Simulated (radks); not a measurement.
# Rb⁺ in [Ar] 3d10 4s2 4p5 4d1: an all-electron calculation

Aim: the levels, the sizes of the orbitals and the parts of the energy of the rubidium ion Rb+.

Program: radks (a radial shooting solver on a logarithmic mesh, Libxc functionals) version 1. Level of theory: Dirac Kohn-Sham, PBE, spin-unpolarised, spherical densities, finite nucleus; open shells are shared between the two j in proportion to 2j + 1. These are calculated values, not measurements, unless marked.

### 1 Starting point

```
element            : rubidium (Z = 37)
charge             : +1
electrons          : 36
configuration      : [Ar] 3d10 4s2 4p5 4d1
nuclear rms radius : 4.2036 fm
```

The outer shells:

Rb⁺
```
[Ar] core
3d [↑↓][↑↓][↑↓][↑↓][↑↓]
4s [↑↓]
4p [↑↓][↑↓][↑ ]
4d [↑ ][  ][  ][  ][  ]
```

### 2 The calculation

Settings of this run:

```text
Z 37
configuration [Ar] 3d10 4s2 4p5 4d1 5s0 5p0 4f0 5d0
relativity Dirac
functional pbe,pbe
spin unpolarised
j_filling average
nucleus finite rms 4.2036 fm
c 137.035999084
```

The run is started by

```
> python run_ks.py task.json out
```

This one command runs every case of the session in turn.

What does the calculation give?

As calculated:

```
                        quantity                   value
                    total energy     -2980.58589 hartree
exchange-correlation share of it                  3.37 %
                            −T/E                  1.0285
          highest occupied level        4d5/2, -5.442 eV
    most extended occupied level  4d5/2, <r> = 3.20 bohr
 radius at density 0.001 e/bohr³               4.07 bohr
    maxima of the radial density                       3
```

The radial density shows 3 maxima for 4 occupied principal shells; where shells overlap, one shows as a shoulder or not at all. Relativity lifts −T/E to 1.028. This is not the tabulated ground configuration, so its levels and sizes aren't those of the ground state, and no measured value stands beside it.
